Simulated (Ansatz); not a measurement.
# C5H10Sn: the cost of one run

All numbers below are computed with Ansatz 0.2.0 (RHF/def2-SVP).

## Step 1: The structure to begin with

Bond lengths (14 of 15 bonds, heavy atoms first): C1–C2 1.335 Å, C2–C3 1.302 Å, C3–Sn4 2.047 Å, Sn4–C5 2.170 Å, Sn4–C6 2.209 Å, C1–H7 1.036 Å, C1–H8 1.075 Å, C3–H9 1.140 Å, Sn4–H10 1.718 Å, C5–H11 1.108 Å, C5–H12 1.090 Å, C5–H13 1.065 Å, C6–H14 1.115 Å, C6–H15 1.139 Å. Angles (14 of 25 angles, heavy atoms first): C1–C2–C3 178.9°, C2–C3–Sn4 123.1°, C3–Sn4–C5 109.9°, C3–Sn4–C6 107.8°, C5–Sn4–C6 106.5°, C2–C1–H7 121.2°, C2–C1–H8 114.1°, C2–C3–H9 118.0°, Sn4–C3–H9 118.9°, C3–Sn4–H10 113.2°, C5–Sn4–H10 111.6°, C6–Sn4–H10 107.5°, Sn4–C5–H11 108.2°, Sn4–C5–H12 108.6°.

As a file:

```xyz
16

C     1.0090   -2.6518    1.1077
C     1.2170   -1.3401    0.9680
C     1.4439   -0.0655    0.8256
Sn    0.1869    1.1880   -0.1937
C    -0.1099    0.4520   -2.2134
C    -1.7862    1.1175    0.7974
H     1.6793   -3.2487    1.6249
H     0.0906   -2.9992    0.6691
H     2.3871    0.3661    1.2992
H     0.7095    2.8247   -0.1874
H    -0.4920   -0.5861   -2.1510
H    -0.8201    1.1059   -2.7204
H     0.8203    0.5200   -2.7278
H    -2.5374    1.7514    0.2714
H    -2.1522    0.0388    0.8173
H    -1.6687    1.5042    1.8576
```

## Step 2: Relaxing end A

input.yaml

```yaml
crystal:
  periodic: [false, false, false]
  atoms:
    - { symbol: C, position_ang: [1.009, -2.6518, 1.1077] }
    - { symbol: C, position_ang: [1.217, -1.3401, 0.968] }
    - { symbol: C, position_ang: [1.4439, -0.0655, 0.8256] }
    - { symbol: Sn, position_ang: [0.1869, 1.188, -0.1937] }
    - { symbol: C, position_ang: [-0.1099, 0.452, -2.2134] }
    - { symbol: C, position_ang: [-1.7862, 1.1175, 0.7974] }
    - { symbol: H, position_ang: [1.6793, -3.2487, 1.6249] }
    - { symbol: H, position_ang: [0.0906, -2.9992, 0.6691] }
    - { symbol: H, position_ang: [2.3871, 0.3661, 1.2992] }
    - { symbol: H, position_ang: [0.7095, 2.8247, -0.1874] }
    - { symbol: H, position_ang: [-0.492, -0.5861, -2.151] }
    - { symbol: H, position_ang: [-0.8201, 1.1059, -2.7204] }
    - { symbol: H, position_ang: [0.8203, 0.52, -2.7278] }
    - { symbol: H, position_ang: [-2.5374, 1.7514, 0.2714] }
    - { symbol: H, position_ang: [-2.1522, 0.0388, 0.8173] }
    - { symbol: H, position_ang: [-1.6687, 1.5042, 1.8576] }
basis:
  gaussian: { orbitals: def2-SVP }
hamiltonian:
  xc: hf
relax:
  f_tol: 0.015
  max_steps: 40
```

The run is started by

```bash
> ansatz run input.yaml --threads 2 --pin off --max-ram 3072MiB --backend cpu --events-out ev --progress --plain --runs-dir out
```

**Question.** How long does this run take on 2 threads of Intel Xeon Platinum 8488C (Sapphire Rapids), shared host, and how much memory does it need?

About 2.4 min, with a peak of 0.45 GiB.
